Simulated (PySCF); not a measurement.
**CdBr⁻: the SCF solver's settings**

Do solver options change the result for CdBr⁻, or only the number of cycles?

Computed with PySCF 2.14.0. Level: method and basis as typed in the scripts.

4 further runs of the same task are left out: 1 for a known fault of the program, 3 that didn't finish.

## Step 1: Where the work starts

CdBr⁻: 2 atoms, charge -1, spin multiplicity 1.

Bond lengths: Cd1–Br2 2.797 Å.

## Step 2: Base script

File input.py:

```python
from pyscf import gto, dft

mol = gto.M(
    atom='Cd 0 0 0; Br 0 0 2.797',
    basis='sbkjc',
    ecp={'Cd': 'sbkjc', 'Br': 'sbkjc'},
    charge=-1,
    spin=0,
    verbose=4,
)
mf = dft.RKS(mol, xc='hcth407')
mf.kernel()
mf.mulliken_pop()
mf.dip_moment()
print('orbital energies (hartree):', mf.mo_energy[..., max(0, mol.nelec[1]-3):mol.nelec[0]+3].round(4))
```

Command:

```bash
$ OMP_NUM_THREADS=1 python input.py
```

The log of this run is left out.

It gives: E(SCF) = -180.964515 Eh, 12 cycles.

The bond length is a typed value, not an optimised one. The dipole of an ion depends on the origin.

## Step 3: Point-group symmetry on

Edit 1 changes point-group symmetry: off → on.

File input.py:

```python
from pyscf import gto, dft

mol = gto.M(
    atom='Cd 0 0 0; Br 0 0 2.797',
    basis='sbkjc',
    ecp={'Cd': 'sbkjc', 'Br': 'sbkjc'},
    charge=-1,
    spin=0,
    symmetry=True,
    verbose=4,
)
mf = dft.RKS(mol, xc='hcth407')
mf.kernel()
mf.mulliken_pop()
mf.dip_moment()
print('orbital energies (hartree):', mf.mo_energy[..., max(0, mol.nelec[1]-3):mol.nelec[0]+3].round(4))
```

Command:

```bash
$ OMP_NUM_THREADS=1 python input.py
```

## Step 4: DIIS space 4

Edit 2 changes DIIS space: default → 4.

input.py, as its differences from that of step 2:

```diff
@@ -11,2 +11,3 @@
 mf = dft.RKS(mol, xc='hcth407')
+mf.diis_space = 4
 mf.kernel()
```

Q: Predict the outcome of this session. Wanted: for each run, E(SCF); from base; gap.

As calculated:

```tsv
run	E(SCF) (hartree)	from base (eV)	cycles	gap (eV)
base	-180.964515	0	12	3.12
point-group symmetry on	-180.964515	0.0000	12	3.12
DIIS space 4	-180.964515	0.0000	13	3.12
```

Distance from each run's final energy (log10 hartree) by cycle:

```tsv
run	cycle 1	cycle 2	cycle 3	cycle 5	cycle 8	cycle 12
base	1.6	1.6	0.1	-1.3	-4.4	-10.6
point-group symmetry on	1.6	1.6	0.1	-1.3	-4.4	-10.6
DIIS space 4	1.6	1.6	0.1	-1.3	-4.6	-9.3
```

The highest filled level of this anion is positive: the basis lacks diffuse functions or the electron is not bound, so these numbers hang on the basis. With point-group symmetry on or DIIS space 4 the SCF ends at the base energy. With point-group symmetry on, DIIS space 4 the path hardly changes: 12 to 13 cycles against 12.
